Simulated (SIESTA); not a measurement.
The system is Pd4S.

```
Pd S
1.0
     5.15464    0.00000    0.00000
     0.00000    5.15464    0.00000
     0.00000    0.00000    5.62810
Pd S
8 2
Direct
  0.35236 0.23187 0.15783
  0.23187 0.64764 0.84217
  0.73187 0.85236 0.65783
  0.26813 0.14764 0.65783
  0.64764 0.76813 0.15783
  0.14764 0.73187 0.34217
  0.85236 0.26813 0.34217
  0.76813 0.35236 0.84217
  0.00000 0.00000 0.00000
  0.50000 0.50000 0.50000
```

The cell comes from a database or a generator and needn't be the stable form of this composition.

* Program: SIESTA 5.4.2
* Task: single point
* Functional: PBEsol
* Potentials or basis: PseudoDojo 0.4 standard (PBEsol files)
* Basis: DZP (energy shift 0.003 Ry; two zetas on semicore shells)
* Grid cutoff: 800 Ry
* Energy shift: 0.003 Ry
* k mesh: 5 × 5 × 5
* Occupations: fermi-dirac, width 0.05 eV
* Spin: no spin polarisation

On this cell: pressure -3.8 GPa; largest force 0.126 eV/Å; band gap on the k mesh none (metal or under the smearing width).

The same run follows on a disturbed copy (atoms moved at random, drawn with an rms of 0.05 Å):

```
Pd S
1.0
     5.15464    0.00000    0.00000
     0.00000    5.15464    0.00000
     0.00000    0.00000    5.62810
Pd S
8 2
Direct
  0.36780 0.23052 0.15385
  0.23826 0.65454 0.84343
  0.72677 0.84627 0.66280
  0.27175 0.14400 0.65030
  0.65178 0.76724 0.14369
  0.14343 0.73446 0.34682
  0.85540 0.26858 0.34292
  0.77560 0.36075 0.83848
  0.00179 0.99932 0.99568
  0.49945 0.49955 0.49027
```

What changes?

The energy (extrapolated to zero smearing) moves by +8.4 meV/atom; pressure -3.6 GPa; largest force 0.839 eV/Å; band gap on the k mesh none (metal or under the smearing width).

Forces in eV/Å, atoms in the order of the input:
```
Pd  -0.458  0.006 -0.241
Pd  -0.096 -0.504  0.023
Pd   0.206  0.548 -0.601
Pd   0.018  0.293  0.106
Pd  -0.285 -0.080  0.639
Pd   0.078 -0.036 -0.150
Pd   0.340 -0.174 -0.038
Pd   0.048 -0.472  0.076
S    0.149  0.417  0.093
S    0.001  0.003  0.092
```

Stress tensor (GPa, compression positive):
```
-3.50 -0.05  0.24
-0.05 -3.65 -0.21
 0.24 -0.21 -3.65
```

Caveats: the basis of atomic orbitals isn't converged, which shifts pressures, moduli and gaps.
